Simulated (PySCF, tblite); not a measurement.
# Si20F12: electronic excitations, NMR shifts, part 2 of 2

tblite 0.8.0 and PySCF 2.14.0. Atoms count from 0.

## 4. NMR shifts: GIAO KT3/pcSseg-1

Job settings and geometry (Å):

```
{"job": {"kind": "nmr", "xc": "KT3", "basis": "pcSseg-1", "pop": false}, "charge": 0, "multiplicity": 1}
Si     1.746643     0.967910    -0.691760
Si    -0.000316     2.357180     0.078904
Si    -1.748469     0.968219    -0.689744
Si    -1.747799    -0.967755     0.690698
Si    -0.000712    -2.356977    -0.082212
Si     1.746046    -0.967437     0.689397
Si    -3.567392    -2.319468     0.458691
Si    -4.296920    -4.470152    -0.006905
Si    -2.108720    -5.173429     0.290308
Si    -0.000089    -4.748572    -0.516084
Si     4.296809     4.468160     0.009521
Si     2.107578     5.173224    -0.289860
Si     0.000248     4.748518     0.518003
Si     3.565751     2.319274    -0.458568
Si     3.565642    -2.317971     0.458067
Si     2.109268    -5.172941     0.287130
Si     4.297575    -4.467373    -0.008273
Si    -2.106854     5.174586    -0.290861
Si    -4.296207     4.470870     0.009924
Si    -3.566962     2.322371    -0.457541
F     -4.825308    -1.571626     1.238213
F     -3.910021    -4.225576    -1.688451
F     -2.208831    -6.785746     0.646793
F      3.905546     4.226735     1.689882
F      2.207108     6.786917    -0.641683
F      4.823805     1.570949    -1.237199
F      4.822555    -1.569301     1.238265
F      2.208017    -6.786065     0.639762
F      3.909658    -4.224499    -1.689758
F     -2.206853     6.788754    -0.639845
F     -3.905516     4.226797     1.690587
F     -4.824410     1.573387    -1.236390
```

With the program's defaults for keys left out, this is: GIAO KT3/pcSseg-1 NMR shielding, non-relativistic, gas phase.

The program printed:

```text
start: PBE on a coarse grid of 43980 points
cycle   1  E = -6983.1163845009  dE =  3.483e+00  |g| = 2.059e+00  |ddm| = 7.096e+00
cycle   2  E = -6965.1082806602  dE =  1.801e+01  |g| = 9.123e+00  |ddm| = 1.360e+01
cycle   3  E = -6982.4246121498  dE = -1.732e+01  |g| = 2.033e+00  |ddm| = 1.285e+01
cycle   4  E = -6982.5355930751  dE = -1.110e-01  |g| = 1.745e+00  |ddm| = 6.459e+00
cycle   5  E = -6983.3111581189  dE = -7.756e-01  |g| = 1.157e+00  |ddm| = 5.525e+00
cycle   6  E = -6983.7601356652  dE = -4.490e-01  |g| = 4.619e-01  |ddm| = 2.923e+00
cycle   7  E = -6983.7572384687  dE =  2.897e-03  |g| = 4.716e-01  |ddm| = 2.007e+00
cycle   8  E = -6983.8577455280  dE = -1.005e-01  |g| = 6.275e-02  |ddm| = 1.248e+00
cycle   9  E = -6983.8559675224  dE =  1.778e-03  |g| = 7.825e-02  |ddm| = 2.685e-01
cycle  10  E = -6983.8555465028  dE =  4.210e-04  |g| = 8.032e-02  |ddm| = 3.256e-01
cycle  11  E = -6983.8592358416  dE = -3.689e-03  |g| = 1.409e-02  |ddm| = 2.012e-01
cycle  12  E = -6983.8592685493  dE = -3.271e-05  |g| = 1.227e-02  |ddm| = 4.502e-02
cycle  13  E = -6983.8593086697  dE = -4.012e-05  |g| = 4.624e-03  |ddm| = 2.580e-02
final grid: 353352 points
cycle  14  E = -7048.2193151103  dE = -7.528e-02  |g| = 8.421e-01  |ddm| = 1.455e+00
cycle  15  E = -7047.7286409303  dE =  4.907e-01  |g| = 1.717e+00  |ddm| = 2.783e+00
cycle  16  E = -7048.0830759258  dE = -3.544e-01  |g| = 7.075e-01  |ddm| = 3.232e+00
cycle  17  E = -7048.1312361002  dE = -4.816e-02  |g| = 5.955e-01  |ddm| = 2.593e+00
cycle  18  E = -7048.2982954680  dE = -1.671e-01  |g| = 7.866e-02  |ddm| = 1.270e+00
cycle  19  E = -7048.2945391249  dE =  3.756e-03  |g| = 1.120e-01  |ddm| = 4.854e-01
cycle  20  E = -7048.2996563743  dE = -5.117e-03  |g| = 5.220e-02  |ddm| = 3.611e-01
cycle  21  E = -7048.3008658899  dE = -1.210e-03  |g| = 1.778e-02  |ddm| = 1.547e-01
cycle  22  E = -7048.3010340172  dE = -1.681e-04  |g| = 4.281e-03  |ddm| = 5.091e-02
cycle  23  E = -7048.3010457419  dE = -1.172e-05  |g| = 1.376e-03  |ddm| = 1.098e-02
cycle  24  E = -7048.3010447354  dE =  1.007e-06  |g| = 1.927e-03  |ddm| = 6.354e-03
cycle  25  E = -7048.3010457428  dE = -1.007e-06  |g| = 1.951e-03  |ddm| = 8.087e-03
cycle  26  E = -7048.3010443242  dE =  1.419e-06  |g| = 2.654e-04  |ddm| = 4.500e-03
cycle  27  E = -7048.3010448242  dE = -5.000e-07  |g| = 1.771e-04  |ddm| = 8.358e-04
cycle  28  E = -7048.3010442372  dE =  5.870e-07  |g| = 2.024e-04  |ddm| = 8.530e-04
cycle  29  E = -7048.3010449575  dE = -7.202e-07  |g| = 9.433e-05  |ddm| = 5.788e-04
converged SCF energy = -7048.3010449575

GIAO shielding tensors (ppm)
atom      isotropic    diamagn.    paramagn.     s11        s22        s33       span
  0 Si     320.188     887.351    -567.163    207.659    309.223    443.682    236.023
  1 Si     -76.579     889.445    -966.024   -419.024   -283.525    472.811    891.835
  2 Si     319.746     887.340    -567.595    207.108    308.830    443.299    236.191
  3 Si     319.427     887.335    -567.908    207.432    308.522    442.327    234.895
  4 Si     -76.485     889.450    -965.935   -417.870   -284.110    472.525    890.395
  5 Si     319.879     887.354    -567.475    207.679    309.015    442.944    235.266
  6 Si      68.226     881.993    -813.767   -169.109     95.294    278.494    447.602
  7 Si     401.229     879.775    -478.546    257.934    324.366    621.387    363.453
  8 Si     133.522     879.265    -745.742    -41.102    177.601    264.067    305.169
  9 Si     327.779     888.351    -560.572    287.694    317.070    378.573     90.879
 10 Si     401.851     879.775    -477.924    258.449    324.468    622.635    364.185
 11 Si     132.854     879.261    -746.407    -43.141    178.026    263.677    306.818
 12 Si     327.965     888.328    -560.363    288.284    317.802    377.810     89.526
 13 Si      67.251     882.008    -814.757   -171.418     95.016    278.155    449.573
 14 Si      68.164     882.009    -813.845   -169.307     95.416    278.382    447.689
 15 Si     133.569     879.259    -745.690    -40.918    177.712    263.913    304.831
 16 Si     401.163     879.773    -478.611    257.779    324.484    621.225    363.447
 17 Si     132.862     879.263    -746.401    -42.945    178.090    263.440    306.385
 18 Si     401.808     879.775    -477.967    258.531    324.408    622.486    363.955
 19 Si      67.596     882.008    -814.411   -170.665     95.246    278.209    448.874
 20 F      161.942     470.019    -308.077     32.820    108.827    344.179    311.359
 21 F      420.176     478.688     -58.512    369.519    402.229    488.778    119.259
 22 F      160.573     457.854    -297.280     74.050    131.181    276.490    202.440
 23 F      419.850     478.700     -58.850    370.161    401.085    488.304    118.143
 24 F      160.131     457.886    -297.755     73.355    130.514    276.524    203.169
 25 F      161.914     470.032    -308.119     32.437    108.380    344.925    312.488
 26 F      162.197     470.036    -307.840     32.904    109.064    344.622    311.718
 27 F      160.457     457.847    -297.391     74.014    130.974    276.382    202.369
 28 F      420.556     478.674     -58.119    369.908    402.842    488.917    119.009
 29 F      159.902     457.890    -297.988     73.503    130.202    276.000    202.497
 30 F      419.490     478.712     -59.222    369.759    400.489    488.220    118.461
 31 F      161.904     470.023    -308.119     32.517    108.230    344.966    312.449
```

It took 52 s on 2 threads of Arm Neoverse V1, shared host; peak memory 1.2 GiB.

The references, computed at this level on geometries of the same kind, shield at (ppm): ²⁹Si TMS 361.7, ¹⁹F CFCl3 142.4. Their shielding less the atom's gives the shift. The references are single molecules in the gas phase, so shifts against H2O, NH3, PH3, H3PO4 or CFCl3 are not on the usual liquid scales and can be off by tens of ppm. Atoms listed in one row are averaged.

```tsv
atoms	environment	σ (ppm)	δ (ppm)
Si1, Si4	silicon bonded to 3 Si	-76.5	438.2
Si6, Si13, Si14, Si19	silicon bonded to F, 2 Si	67.8	293.9
Si8, Si11, Si15, Si17	silicon bonded to F, 2 Si	133.2	228.5
Si0, Si2, Si3, Si5	silicon bonded to 3 Si	319.8	41.9
Si9, Si12	silicon bonded to 3 Si	327.9	33.8
Si7, Si10, Si16, Si18	silicon bonded to F, 2 Si	401.5	-39.8
F22, F24, F27, F29	fluorine bonded to Si	160.3	-17.9
F20, F25, F26, F31	fluorine bonded to Si	162.0	-19.6
F21, F23, F28, F30	fluorine bonded to Si	420.0	-277.7
```

Ring of atoms Si0, Si1, Si2, Si3, Si4, Si5: NICS(0) 0.2, NICS(1) -0.5, NICS(1)zz 7.7 ppm (means of both faces).

Ring of atoms Si0, Si1, Si10, Si11, Si12, Si13: NICS(0) -3.4, NICS(1) -3.7, NICS(1)zz -3.1 ppm (means of both faces; NICS(1) differs between them: -5.2 and -2.2).

## 5. What came out

The summary covers parts 1 to 2.

| quantity | value |
| --- | --- |
| lowest singlet (PBE/6-31G*) | 0.80 eV (1547 nm), f = 0.024 |
| lowest triplet | 0.57 eV |
| surface potential, 1st and 99th percentile | -0.71 V and 1.77 V |
| ²⁹Si shifts against TMS (KT3/pcSseg-1, means over atoms taken as alike) | 438.2, 293.9, 228.5, 41.9, 33.8, -39.8 ppm |
| ¹⁹F shifts against CFCl3 (KT3/pcSseg-1, means over atoms taken as alike) | -17.9, -19.6, -277.7 ppm |

In words: The first singlet state (HOMO→LUMO 0.85, HOMO−1→LUMO+1 0.11) lies at 0.80 eV and is weak. The lowest triplet lies 0.23 eV below the lowest singlet (triplets in Tamm-Dancoff, singlets in full TDDFT). At PBE/6-31G*, counted by nearest atom on the grid, the HOMO lies on 8 Si atoms about 8 % each, the LUMO on 4 Si atoms about 9 % each. At KT3/pcSseg-1: Shielding is most anisotropic at Si1, Si4 (span 891 ppm, paramagnetic term -966 ppm).
